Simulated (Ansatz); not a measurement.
# C₂H₉AlOSi: small, medium and large basis sets

How large a basis does C₂H₉AlOSi need? Two functionals are run in growing sets.

Program: Ansatz 0.2.0, Gaussian basis. Level of theory: one geometry, several basis sets. These are calculated values, not measurements.

The runs, in order: PBE0-D4/def2-SVP; ωB97M-V/def2-SVP; PBE0-D4/def2-QZVPP; ωB97M-V/def2-QZVPP; the functionals' def2-TZVPP values are taken from earlier runs.

### Step 1. The geometry

An earlier PBE0-D4 in a triple-zeta def2 set relaxation fixed the geometry.

SMILES `C[SiH](C)[AlH][OH]`, 14 atoms, charge 0, spin multiplicity 1.

Atoms are counted from 1 here; the program's logs count them from 0.

Bond lengths: C1–Si2 1.881 Å, C1–H6 1.093 Å, C1–H7 1.092 Å, C1–H8 1.093 Å, Si2–C3 1.886 Å, Si2–Al4 2.455 Å, Si2–H9 1.499 Å, C3–H10 1.093 Å, C3–H11 1.092 Å, C3–H12 1.093 Å, Al4–O5 1.704 Å, Al4–H13 1.596 Å, O5–H14 0.956 Å. Angles: Si2–C1–H6 110.8°, Si2–C1–H7 111.0°, Si2–C1–H8 110.8°, H6–C1–H7 107.6°, H6–C1–H8 108.2°, H7–C1–H8 108.3°, C1–Si2–C3 110.3°, C1–Si2–Al4 111.9°, C1–Si2–H9 108.1°, C3–Si2–Al4 112.0°, C3–Si2–H9 107.2°, Al4–Si2–H9 107.2°, Si2–C3–H10 110.5°, Si2–C3–H11 111.4°, Si2–C3–H12 111.1°, H10–C3–H11 107.9°, H10–C3–H12 107.9°, H11–C3–H12 107.9° and more.

### Step 2. PBE0-D4 in def2-SVP

File in.yaml:

```yaml
crystal:
  periodic: [false, false, false]
  atoms:
    - {symbol: C, position_ang: [-1.613538, -0.072072, 0.915775]}
    - {symbol: Si, position_ang: [0.195147, 0.302601, 0.558884]}
    - {symbol: C, position_ang: [1.287948, -1.105967, 1.172981]}
    - {symbol: Al, position_ang: [0.577615, 0.793872, -1.816046]}
    - {symbol: O, position_ang: [-0.820221, 1.013255, -2.766106]}
    - {symbol: H, position_ang: [-1.935136, -0.973640, 0.388804]}
    - {symbol: H, position_ang: [-2.254804, 0.748626, 0.587558]}
    - {symbol: H, position_ang: [-1.774514, -0.226803, 1.986013]}
    - {symbol: H, position_ang: [0.577568, 1.528635, 1.332620]}
    - {symbol: H, position_ang: [1.143642, -1.262524, 2.245367]}
    - {symbol: H, position_ang: [2.345713, -0.891773, 1.003631]}
    - {symbol: H, position_ang: [1.048784, -2.041992, 0.661900]}
    - {symbol: H, position_ang: [1.990929, 0.934232, -2.544601]}
    - {symbol: H, position_ang: [-0.782032, 1.224252, -3.698181]}
basis:
  gaussian: {orbitals: def2-SVP}
hamiltonian: {xc: pbe0, dispersion: d4}
output: {orbitals: {seedname: orbitals}}
```

On the command line:

```
$ ansatz run in.yaml --threads 4 --pin off --events-out ev --progress --plain --max-ram 10444MiB
```

After this run come: ωB97M-V in def2-SVP; PBE0-D4 in def2-QZVPP; ωB97M-V in def2-QZVPP.

Q: Predict the results of all the runs planned. Wanted: PBE0-D4: double and triple zeta above quadruple; ωB97M-V: double and triple zeta above quadruple.

The runs gave:

| quantity | value |
| --- | --- |
| PBE0-D4: double and triple zeta above quadruple | 10.91, 0.73 eV |
| ωB97M-V: double and triple zeta above quadruple | 11.13, 0.70 eV |

For PBE0-D4 the step from double to triple zeta gains 10.18 eV and the next only 0.73 eV. Total energies overstate the basis error of differences, where much of it tends to cancel.
